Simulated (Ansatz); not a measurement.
# Cl2H6OSiSn: the cost of one run

Program: Ansatz 0.2.0. Level of theory: RKS PBE-D4/def2-SVP. These are calculated values, not measurements.

## 1. The system as given

Bond lengths: Sn1–Cl2 2.760 Å, Sn1–Cl3 2.410 Å, Sn1–H4 1.739 Å, Sn1–O5 1.959 Å, O5–H6 1.010 Å, Sn1–Si7 2.800 Å, Si7–H8 1.460 Å, Si7–H9 1.460 Å, Si7–H10 1.460 Å. Angles (14 of 17 angles, heavy atoms first): Cl2–Sn1–Cl3 109.4°, Cl2–Sn1–O5 109.5°, Cl2–Sn1–Si7 71.6°, Cl3–Sn1–O5 109.5°, Cl3–Sn1–Si7 67.2°, O5–Sn1–Si7 72.8°, Cl2–Sn1–H4 109.5°, Cl3–Sn1–H4 109.5°, H4–Sn1–O5 109.5°, H4–Sn1–Si7 176.6°, Sn1–O5–H6 109.5°, Sn1–Si7–H8 109.5°, Sn1–Si7–H9 109.5°, Sn1–Si7–H10 109.5°.

Structure file:

```xyz
11

Sn    0.0000    0.0000    0.0000
Cl    0.0000    0.0000    2.7600
Cl    2.2726    0.0000   -0.8025
H    -0.8195    1.4198   -0.5794
O    -0.9232   -1.5994   -0.6527
H    -1.3778   -2.0650    0.1197
Si    1.4614   -2.2192    0.8829
H     0.6427   -3.4219    0.7607
H     2.6646   -2.3656    0.0690
H     1.8400   -2.0289    2.2801
H     0.8487   -1.2888    2.2208
```

## 2. A restrained relaxation towards end A

Springs on the bonds that form and break draw the guess towards this end; the thresholds are loose.

input.yaml

```yaml
crystal:
  periodic: [false, false, false]
  atoms:
    - { symbol: Sn, position_ang: [0.0, 0.0, 0.0] }
    - { symbol: Cl, position_ang: [0.0, 0.0, 2.76] }
    - { symbol: Cl, position_ang: [2.2726, 0.0, -0.8025] }
    - { symbol: H, position_ang: [-0.8195, 1.4198, -0.5794] }
    - { symbol: O, position_ang: [-0.9232, -1.5994, -0.6527] }
    - { symbol: H, position_ang: [-1.3778, -2.065, 0.1197] }
    - { symbol: Si, position_ang: [1.4614, -2.2192, 0.8829] }
    - { symbol: H, position_ang: [0.6427, -3.4219, 0.7607] }
    - { symbol: H, position_ang: [2.6646, -2.3656, 0.069] }
    - { symbol: H, position_ang: [1.84, -2.0289, 2.2801] }
    - { symbol: H, position_ang: [0.8487, -1.2888, 2.2208] }
basis:
  gaussian: { orbitals: def2-SVP }
hamiltonian:
  xc: pbe
  dispersion: d4
relax:
  f_tol: 0.15
  max_steps: 25
  restrain:
    - { distance: [0, 6], at: 3.7, k: 30.0 }
    - { distance: [10, 1], at: 2.57, k: 30.0 }
    - { distance: [0, 1], at: 2.41, k: 30.0 }
    - { distance: [10, 6], at: 1.46, k: 30.0 }
output:
  orbitals: {}
```

Started as:

```
ansatz run input.yaml --threads 4 --pin off --max-ram 5120MiB --backend cpu --events-out ev --progress --plain --runs-dir out
```

Q: Estimate wall time and peak memory on 4 threads of Arm Neoverse N1, shared host.

About 40 s, with a peak of 0.19 GiB.
